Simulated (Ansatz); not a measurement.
# BGaH: the cost of one run

Method: def2-QZVPP, all electrons in the functionals, frozen cores in the correlation of double hybrids and RPA; program: Ansatz 0.2.0, Gaussian basis.

The runs, in order: PBE, BLYP, r2SCAN, B97M-V, PBE0, B3LYP, wB97M-V, B2PLYP, at charge 0, quartet; charge 0, doublet; charge 0, sextet; charge 1, triplet; charge 1, quintet (not every functional at every point).

10 further runs of the same task are left out: 2 that didn't finish, 8 set aside as unsound or not needed.

**1. The geometry**

The geometry is a PBE0/def2-TZVP stationary point (not a proven minimum). No spin-orbit coupling is included. The filled d shell of Ga may be among the frozen orbitals whatever the setting's name suggests; the logs give the count.

3 atoms, charge 0, spin multiplicity 4.

Atoms are counted from 1 here; the program's logs count them from 0.

Bond lengths: B1–Ga2 1.902 Å, Ga2–H3 1.543 Å. Angles: B1–Ga2–H3 180.0°.

No dispersion term is added; B97M-V, wB97M-V hold VV10 nonlocal correlation. B3LYP takes the VWN-RPA correlation.

The geometry shown and the zero of energy belong to the point charge 0, quartet. The yardstick, RCCSD(T), and other wave-function levels (R restricted, U unrestricted, valence and pair active spaces) come from earlier runs.

**2. PBE, charge 0, quartet**

Input file in.yaml:

```yaml
crystal:
  periodic: [false, false, false]
  atoms:
    - {symbol: B, position_ang: [0.000000, 0.000000, 1.782800]}
    - {symbol: Ga, position_ang: [0.000000, 0.000000, -0.119700]}
    - {symbol: H, position_ang: [0.000000, 0.000000, -1.663100]}
basis:
  gaussian: {orbitals: "def2-QZVPP.json"}
magnetization: {spin_polarized: true, initial_magnetization: 3}
hamiltonian: {xc: {name: PBE}}
output: {orbitals: {seedname: orbitals}}
```

Run with:

```bash
ansatz run in.yaml --threads 1 --pin off --events-out ev --progress --plain --max-ram 2393MiB
```

**Question.** How long does this run take on 1 thread of Arm Neoverse V2, shared host?

About 4.5 s.
